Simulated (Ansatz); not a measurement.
Geometry optimisation, DFT PBEsol, scalar-relativistic, plane waves, PAW in Ansatz 0.2.0.

Input file:

```yaml
crystal:
  lattice:
    - [0.0, 4.2665, 4.2665]
    - [4.2665, 0.0, 4.2665]
    - [4.2665, 4.2665, 0.0]
  atoms:
    - { symbol: Mg, position: [0.0, 0.0, 0.0] }
    - { symbol: O, position: [0.25, 0.25, 0.25] }
    - { symbol: Mg, position: [0.0, 0.0, 0.5] }
    - { symbol: O, position: [0.25, 0.25, 0.75] }
    - { symbol: Mg, position: [0.0, 0.5, 0.0] }
    - { symbol: O, position: [0.25, 0.75, 0.25] }
    - { symbol: Mg, position: [0.0, 0.5, 0.5] }
    - { symbol: O, position: [0.25, 0.75, 0.75] }
    - { symbol: Mg, position: [0.5, 0.0, 0.0] }
    - { symbol: O, position: [0.75, 0.25, 0.25] }
    - { symbol: Mg, position: [0.5, 0.0, 0.5] }
    - { symbol: O, position: [0.75, 0.25, 0.75] }
    - { symbol: Mg, position: [0.5, 0.5, 0.0] }
    - { symbol: O, position: [0.75, 0.75, 0.25] }
    - { symbol: Mg, position: [0.5, 0.5, 0.5] }
    - { symbol: O, position: [0.75, 0.75, 0.75] }
    - { symbol: Mg, position: [0.3673123, 0.8759345, 0.8767512] }
basis:
  ecutwfc: 420.0
kpoints:
  mp_grid: { grid: [2, 2, 2] }
hamiltonian:
  xc: pbesol
  pseudopotentials: { kind: paw, azcp: { folder: soft_1 } }
scf:
  occupations: { method: gaussian, width: 0.05 }
  lower_state_search: "off"
relax:
  f_tol: 0.03
  max_steps: 60
  adjacent_minimum: "off"
output:
  write_density: true
  write_potential: true
  elf: true
  volumetric_format: npy
```

Command:

```bash
$ ansatz run input.yaml --threads 1 --pin off --max-ram 3072MiB --backend cpu --events-out ev --progress --plain --runs-dir out
```

Problem. Where does it end, and by what steps?

Solution. The run converged. The force dipped under the threshold on the way, but the program's further checks kept it going. Limits of this set-up: coarse k mesh, PAW files made for another functional. After 26 steps the energy has fallen by 5.840 eV; Mg1 moved furthest, 0.43 Å.

```json
{"step": "0", "energy less start (eV)": "0.0000", "largest force component (eV/Å)": "6.126", "accepted": "yes"}
{"step": "1", "energy less start (eV)": "-4.2016", "largest force component (eV/Å)": "3.145", "accepted": "yes"}
{"step": "2", "energy less start (eV)": "-5.8072", "largest force component (eV/Å)": "0.171", "accepted": "yes"}
{"step": "3", "energy less start (eV)": "-5.8245", "largest force component (eV/Å)": "0.084", "accepted": "yes"}
{"step": "4", "energy less start (eV)": "-5.8320", "largest force component (eV/Å)": "0.044", "accepted": "yes"}
{"step": "5", "energy less start (eV)": "-5.8335", "largest force component (eV/Å)": "0.020", "accepted": "yes"}
{"step": "6", "energy less start (eV)": "-5.8337", "largest force component (eV/Å)": "0.027", "accepted": "yes"}
{"step": "7", "energy less start (eV)": "-5.8342", "largest force component (eV/Å)": "0.038", "accepted": "yes"}
{"step": "8", "energy less start (eV)": "-5.8352", "largest force component (eV/Å)": "0.039", "accepted": "yes"}
{"step": "9", "energy less start (eV)": "-5.8169", "largest force component (eV/Å)": "0.191", "accepted": "no"}
{"step": "10", "energy less start (eV)": "-5.8371", "largest force component (eV/Å)": "0.032", "accepted": "yes"}
{"step": "11", "energy less start (eV)": "-5.8367", "largest force component (eV/Å)": "0.078", "accepted": "no"}
{"step": "12", "energy less start (eV)": "-5.8385", "largest force component (eV/Å)": "0.014", "accepted": "yes"}
{"step": "13", "energy less start (eV)": "-5.8386", "largest force component (eV/Å)": "0.024", "accepted": "yes"}
{"step": "14", "energy less start (eV)": "-5.8387", "largest force component (eV/Å)": "0.022", "accepted": "yes"}
{"step": "15", "energy less start (eV)": "-5.8388", "largest force component (eV/Å)": "0.012", "accepted": "yes"}
{"step": "16", "energy less start (eV)": "-5.8389", "largest force component (eV/Å)": "0.012", "accepted": "yes"}
{"step": "17", "energy less start (eV)": "-5.8393", "largest force component (eV/Å)": "0.056", "accepted": "yes"}
{"step": "18", "energy less start (eV)": "-5.8382", "largest force component (eV/Å)": "0.064", "accepted": "no"}
{"step": "19", "energy less start (eV)": "-5.8397", "largest force component (eV/Å)": "0.021", "accepted": "yes"}
{"step": "20", "energy less start (eV)": "-5.8386", "largest force component (eV/Å)": "0.053", "accepted": "no"}
{"step": "21", "energy less start (eV)": "-5.8400", "largest force component (eV/Å)": "0.013", "accepted": "yes"}
{"step": "22", "energy less start (eV)": "-5.8401", "largest force component (eV/Å)": "0.019", "accepted": "yes"}
{"step": "23", "energy less start (eV)": "-5.8402", "largest force component (eV/Å)": "0.017", "accepted": "yes"}
{"step": "24", "energy less start (eV)": "-5.8403", "largest force component (eV/Å)": "0.008", "accepted": "yes"}
{"step": "25", "energy less start (eV)": "-5.8404", "largest force component (eV/Å)": "0.008", "accepted": "yes"}
{"step": "26", "energy less start (eV)": "-5.8405", "largest force component (eV/Å)": "0.011", "accepted": "yes"}
```

```xyz
17
Lattice="0.0000 4.2665 4.2665 4.2665 0.0000 4.2665 4.2665 4.2665 0.0000" Properties=species:S:1:pos:R:3
Mg 0.246 -0.252 -0.242
O 2.170 2.097 2.094
Mg 2.126 2.138 0.014
O 4.250 4.277 2.224
Mg 2.128 0.010 2.152
O 4.298 2.258 4.283
Mg 4.256 2.136 2.154
O 6.280 4.234 4.287
Mg 0.155 2.289 2.283
O 2.187 4.321 4.314
Mg 1.980 4.114 2.283
O 4.210 6.343 4.317
Mg 1.958 2.307 4.099
O 4.226 4.308 6.348
Mg 4.237 4.296 4.295
O 6.436 6.361 6.375
Mg 7.534 5.270 5.223
```

Whether the end is a true minimum wasn't checked by a vibrational analysis.

Time of the run: 2.4 min on 1 thread of Arm Neoverse V1, with other jobs on the host, peak memory 0.45 GiB.
